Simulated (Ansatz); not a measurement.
**C3H6FInO: basis-set convergence**

One table from this session's results is given with a row withheld; the runs are named, their logs left out.

Method: one geometry, several basis sets; program: Ansatz 0.2.0, Gaussian basis.

Plan: PBE0-D4/def2-SVP; ωB97M-V/def2-SVP; PBE0-D4/def2-QZVPP; ωB97M-V/def2-QZVPP; the functionals' def2-TZVPP values are taken from earlier runs.

## The relaxed structure

An earlier PBE0-D4 in a triple-zeta def2 set relaxation fixed the geometry. In takes the def2 core potential; no spin-orbit term is included.

SMILES `C=C[C](O)(F)[InH2]`, 12 atoms, charge 0, spin multiplicity 1.

Atoms are counted from 1 here; the program's logs count them from 0.

Bond lengths: C1–C2 1.330 Å, C1–H7 1.085 Å, C1–H8 1.083 Å, C2–C3 1.481 Å, C2–H9 1.086 Å, C3–O4 1.374 Å, C3–F5 1.410 Å, C3–In6 2.217 Å, O4–H10 0.969 Å, In6–H11 1.720 Å, In6–H12 1.724 Å. Angles: C2–C1–H7 121.4°, C2–C1–H8 121.2°, H7–C1–H8 117.4°, C1–C2–C3 124.2°, C1–C2–H9 120.7°, C3–C2–H9 115.0°, C2–C3–O4 114.2°, C2–C3–F5 107.3°, C2–C3–In6 110.1°, O4–C3–F5 109.1°, O4–C3–In6 108.6°, F5–C3–In6 107.2°, C3–O4–H10 108.4°, C3–In6–H11 118.4°, C3–In6–H12 117.0°, H11–In6–H12 124.5°.

As a file:

```mol
C3H6FInO
  3D, bonds by distance, orders not assigned

 12 11  0  0  0  0  0  0  0  0999 V2000
    1.2254   -1.2760    0.6683 C   0  0
    0.5888   -0.1233    0.8579 C   0  0
    0.0721    0.7322   -0.2355 C   0  0
    0.7194    0.5655   -1.4363 O   0  0
    0.2097    2.0729    0.1795 F   0  0
   -2.0919    0.3570   -0.5392 In  0  0
    1.4237   -1.6552   -0.3286 H   0  0
    1.5521   -1.8810    1.5049 H   0  0
    0.3737    0.2339    1.8611 H   0  0
    1.6745    0.5655   -1.2722 H   0  0
   -2.6027   -0.3313   -2.0307 H   0  0
   -3.1448    0.7397    0.7708 H   0  0
  1  2  8  0
  2  3  8  0
  3  4  8  0
  3  5  8  0
  3  6  8  0
  1  7  8  0
  1  8  8  0
  2  9  8  0
  4 10  8  0
  6 11  8  0
  6 12  8  0
M  END
```

Set-up of the first run:

Input file in.yaml:

```yaml
crystal:
  periodic: [false, false, false]
  atoms:
    - {symbol: C, position_ang: [1.225450, -1.275971, 0.668294]}
    - {symbol: C, position_ang: [0.588815, -0.123286, 0.857876]}
    - {symbol: C, position_ang: [0.072120, 0.732245, -0.235534]}
    - {symbol: O, position_ang: [0.719359, 0.565519, -1.436285]}
    - {symbol: F, position_ang: [0.209684, 2.072906, 0.179535]}
    - {symbol: In, position_ang: [-2.091938, 0.356972, -0.539159]}
    - {symbol: H, position_ang: [1.423721, -1.655178, -0.328582]}
    - {symbol: H, position_ang: [1.552077, -1.881000, 1.504891]}
    - {symbol: H, position_ang: [0.373739, 0.233916, 1.861126]}
    - {symbol: H, position_ang: [1.674491, 0.565486, -1.272226]}
    - {symbol: H, position_ang: [-2.602737, -0.331297, -2.030743]}
    - {symbol: H, position_ang: [-3.144791, 0.739697, 0.770806]}
basis:
  gaussian: {orbitals: def2-SVP}
hamiltonian: {xc: pbe0, dispersion: d4}
output: {orbitals: {seedname: orbitals}}
```

Launch:

```bash
> ansatz run in.yaml --threads 4 --pin off --events-out ev --progress --plain --max-ram 10444MiB
```

Steps of the session up to this table: PBE0-D4 in def2-SVP; ωB97M-V in def2-SVP; PBE0-D4 in def2-QZVPP; ωB97M-V in def2-QZVPP.

One of the session's tables, all rows but one given; the rest of the session is left out.

It belongs to the step «Functionals by basis». 

```
functional       basis  HOMO (eV)  LUMO (eV)
   PBE0-D4    def2-SVP      -6.77      -1.73
   PBE0-D4  def2-TZVPP      -6.88      -1.82
   PBE0-D4  def2-QZVPP      -6.91      -1.84
   ωB97M-V    def2-SVP      -8.86      -0.13
   ωB97M-V  def2-TZVPP      -8.99      -0.30
   ωB97M-V  def2-QZVPP          ?          ?
```

Q: Estimate the row for ωB97M-V, def2-QZVPP from the others.

The run gave: HOMO (eV): -9.02; LUMO (eV): -0.34. In the column «HOMO (eV)» it is the lowest.
